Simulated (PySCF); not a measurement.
# C8H12PS: the cost of one run

Computed with PySCF 2.14.0 and routines of our own; the level stands in each step. Atoms count from 0.

### Step 1. The system as given

22 atoms, charge 1, multiplicity 1; geometry from: GFN2-xTB.

### Step 2. Vibronic structure: TDDFT B3LYP/def2-SV(P)

The job: settings as JSON, then the geometry in Å.

```
{"job": {"kind": "vib", "xc": "B3LYP", "basis": "def2-SV(P)", "tda": false}, "charge": 1, "multiplicity": 1}
C     -2.503931    -1.039522     0.579263
C     -1.738514    -0.313189    -0.226352
C     -1.751876    -0.349432    -1.720680
P     -0.521090     0.840701     0.442273
C     -0.591768     1.009408     2.240033
C      1.108761     0.423621    -0.122661
C      1.713442    -0.811494    -0.103034
C      3.016865    -0.767882    -0.622179
C      3.382912     0.482091    -1.024992
S      2.158301     1.644721    -0.786296
H     -3.226664    -1.732684     0.181420
H     -2.448015    -0.977738     1.653303
H     -2.538881    -1.005403    -2.081306
H     -0.796219    -0.709981    -2.102960
H     -1.915613     0.649522    -2.126656
H     -0.777600     2.085257    -0.099631
H     -1.583111     1.343827     2.546725
H      0.152824     1.741207     2.557012
H     -0.363648     0.049372     2.706142
H      1.237238    -1.704308     0.263875
H      3.659506    -1.625435    -0.698709
H      4.316670     0.786728    -1.455441
```

Level: TDDFT B3LYP/def2-SV(P) vertical-gradient vibronic structure (displaced harmonic oscillators, Condon), gas phase.

Run with:

```bash
> OMP_NUM_THREADS=1 python excited_run.py task.json out
```

One launch serves the whole session: the jobs run in the order shown.

Q: Estimate the wall time and peak memory of this first job on 1 thread of Arm Neoverse V2, shared host.

About 76 s, with a peak of 1.1 GiB.
